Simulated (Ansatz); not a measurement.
BrCl2Ga, SMILES [Cl][Ga]([Cl])[Br], vertical energies of changing the electron count

Program: Ansatz's Python interface.

The cells in order, each with its output:

```python
import ansatz


def energy(molecule, charge=0, unpaired=0):
    calc = molecule.calculation().basis(gaussian='def2-SVPD').correlation('mp2')
    if charge:
        calc = calc.charge(charge)
    if unpaired:
        calc = calc.spin('collinear', total=unpaired)
    report = calc.run(threads=1, backend='cpu').report
    if report['published_state_doubts']:
        print('  doubts:', report['published_state_doubts'])
    return report['free_energy_ev']
```

```python
GEOMETRY = '''
Cl    1.47590    0.12110    1.72730
Ga   -0.22150   -0.07600    0.18200
Cl   -0.24010   -1.98320   -0.49650
Br   -0.95890    1.87780   -1.43310
'''

geometry = ansatz.Crystal.molecule()
for line in GEOMETRY.strip().splitlines():
    symbol, *xyz = line.split()
    geometry = geometry.atom(symbol, [float(v) for v in xyz])
```

```python
# delta-SCF style differences, no relaxation
parent = energy(geometry, 0, 0)
cation = energy(geometry, 1, 1)
print(f'E(N)   = {parent:.5f} eV')
print(f'E(N-1) = {cation:.5f} eV  (1 unpaired)')
print(f'vertical ionisation energy {cation - parent:.3f} eV')
anion = energy(geometry, -1, 1)
print(f'E(N+1) = {anion:.5f} eV  (1 unpaired)')
print(f'vertical electron affinity {parent - anion:.3f} eV' + ('' if anion < parent else ' (unbound in this basis)'))
print(f'fundamental gap IP - EA = {cation + anion - 2 * parent:.3f} eV')
```

    E(N)   = -147341.32658 eV
    E(N-1) = -147330.54005 eV  (1 unpaired)
    vertical ionisation energy 10.787 eV
    E(N+1) = -147343.55047 eV  (1 unpaired)
    vertical electron affinity 2.224 eV
    fundamental gap IP - EA = 8.563 eV

At this unrelaxed geometry removing an electron costs 10.79 eV and adding one releases 2.22 eV.

Total energies depend on the basis set; only differences at equal settings carry meaning. The geometry is a force-field or estimated start, not a minimum of this method, and the basis set is short of its limit. All parts are taken at fixed geometry, without zero-point energy. At an unrelaxed start these energies can be a whole eV from those at the minimum, and a small affinity can change sign. Hardware and time: 63 s on 1 thread of AMD EPYC 9B14 (Zen 4) (shared host), peak memory 0.74 GiB.
